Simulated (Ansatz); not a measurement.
# C₅H₁₄N₂: ionisation energy by level of theory

One table from this session's results is given with a row withheld; the runs are named, their logs left out.

Program: Ansatz 0.2.0, Gaussian basis. Level of theory: unrestricted cation, the program's frozen cores in correlated methods. These are calculated values, not measurements.

The runs, in order: UKS PBE-D4/def2-TZVPP; UKS r2SCAN-D4/def2-TZVPP; UKS PBE0-D4/def2-TZVPP; UKS B3LYP-D4/def2-TZVPP; UKS wB97X-V/def2-TZVPP; UKS wB97M-V/def2-TZVPP; UKS B2PLYP/def2-TZVPP; UHF-MP2/def2-TZVPP; UHF-MP2/def2-QZVPP; then −ε(HOMO) from the neutral's earlier runs with LDA (SPW92), PBE-D4, revPBE-D4, BLYP-D4, r2SCAN-D4, B97M-V, PBE0-D4, B3LYP-D4, r2SCANh-D4, r2SCAN0-D4, HSE06-D4, BHLYP-D4, CAM-B3LYP-D4, LC-ωPBE, ωB97X-V, ωB97M-V.

1 further run of the same task is left out (it didn't finish). Runs told in other sessions of the task aren't counted.

**The relaxed structure**

An earlier PBE0-D4 in a triple-zeta def2 set relaxation fixed the geometry.

SMILES `CN(C)CN(C)C`, 21 atoms, charge 0, spin multiplicity 1.

Atoms are counted from 1 here; the program's logs count them from 0.

Bond lengths: C1–N2 1.444 Å, C1–H8 1.090 Å, C1–H9 1.092 Å, C1–H10 1.106 Å, N2–C3 1.441 Å, N2–C4 1.441 Å, C3–H11 1.106 Å, C3–H12 1.092 Å, C3–H13 1.092 Å, C4–N5 1.441 Å, C4–H14 1.107 Å, C4–H15 1.107 Å, N5–C6 1.444 Å, N5–C7 1.441 Å, C6–H16 1.106 Å, C6–H17 1.092 Å, C6–H18 1.090 Å, C7–H19 1.106 Å and more. Angles: N2–C1–H8 109.3°, N2–C1–H9 109.8°, N2–C1–H10 112.3°, H8–C1–H9 108.9°, H8–C1–H10 108.3°, H9–C1–H10 108.1°, C1–N2–C3 111.8°, C1–N2–C4 112.0°, C3–N2–C4 111.9°, N2–C3–H11 113.1°, N2–C3–H12 109.7°, N2–C3–H13 110.1°, H11–C3–H12 107.6°, H11–C3–H13 108.1°, H12–C3–H13 108.1°, N2–C4–N5 111.5°, N2–C4–H14 111.7°, N2–C4–H15 107.4° and more.

Set-up of the first run:

Contents of in.yaml:

```yaml
crystal:
  periodic: [false, false, false]
  atoms:
    - {symbol: C, position_ang: [1.211315, -1.642938, -0.206246]}
    - {symbol: N, position_ang: [0.015552, -0.991647, -0.688284]}
    - {symbol: C, position_ang: [-0.962689, -1.942732, -1.151522]}
    - {symbol: C, position_ang: [-0.536365, -0.085986, 0.287307]}
    - {symbol: N, position_ang: [0.327674, 1.046662, 0.504484]}
    - {symbol: C, position_ang: [0.401447, 1.901432, -0.657548]}
    - {symbol: C, position_ang: [-0.038955, 1.782205, 1.687984]}
    - {symbol: H, position_ang: [1.916630, -0.889588, 0.143801]}
    - {symbol: H, position_ang: [1.674689, -2.212623, -1.014835]}
    - {symbol: H, position_ang: [1.003133, -2.338060, 0.628350]}
    - {symbol: H, position_ang: [-1.320520, -2.619913, -0.353716]}
    - {symbol: H, position_ang: [-0.529130, -2.561048, -1.940721]}
    - {symbol: H, position_ang: [-1.827953, -1.420025, -1.565728]}
    - {symbol: H, position_ang: [-0.687517, -0.580343, 1.265636]}
    - {symbol: H, position_ang: [-1.534719, 0.224105, -0.075319]}
    - {symbol: H, position_ang: [-0.558520, 2.409245, -0.866529]}
    - {symbol: H, position_ang: [1.164839, 2.667819, -0.506038]}
    - {symbol: H, position_ang: [0.669226, 1.304053, -1.528738]}
    - {symbol: H, position_ang: [-1.042881, 2.241068, 1.619495]}
    - {symbol: H, position_ang: [-0.026407, 1.122840, 2.558933]}
    - {symbol: H, position_ang: [0.681140, 2.585481, 1.859256]}
basis:
  gaussian: {orbitals: def2-TZVPP}
total_charge: 1
magnetization: {spin_polarized: true, initial_magnetization: 1}
hamiltonian: {xc: pbe, dispersion: d4}
```

The run is started by

```console
ansatz run in.yaml --threads 2 --pin off --events-out ev --progress --plain --max-ram 22528MiB --backend cuda --devices 0, --max-vram 18GiB
```

Among the steps run: Cation, UKS PBE-D4/def2-TZVPP; Cation, UKS r2SCAN-D4/def2-TZVPP; Cation, UKS PBE0-D4/def2-TZVPP; Cation, UKS B3LYP-D4/def2-TZVPP; Cation, UKS wB97X-V/def2-TZVPP; Cation, UKS wB97M-V/def2-TZVPP; Cation, UKS B2PLYP (frozen core)/def2-TZVPP; Cation, UHF-MP2/def2-TZVPP; Cation, UHF-MP2/def2-QZVPP.

One of the session's tables, all rows but one given; the rest of the session is left out.

Orbital estimates, from the neutral's runs:

```
  functional  −ε(HOMO) (eV)
 LDA (SPW92)           4.95
      PBE-D4           4.83
   revPBE-D4           4.77
     BLYP-D4           4.74
   r2SCAN-D4           5.06
      B97M-V           5.27
     PBE0-D4              ?
    B3LYP-D4           5.96
  r2SCANh-D4           5.56
  r2SCAN0-D4           6.33
    HSE06-D4           5.76
    BHLYP-D4           7.46
CAM-B3LYP-D4           7.54
     LC-ωPBE           8.83
     ωB97X-V           8.55
     ωB97M-V           8.49
```

Estimate the missing values for PBE0-D4.

As computed: −ε(HOMO) (eV): 6.16. In the column «−ε(HOMO) (eV)» it lies between B3LYP-D4 (5.96) and r2SCAN0-D4 (6.33).
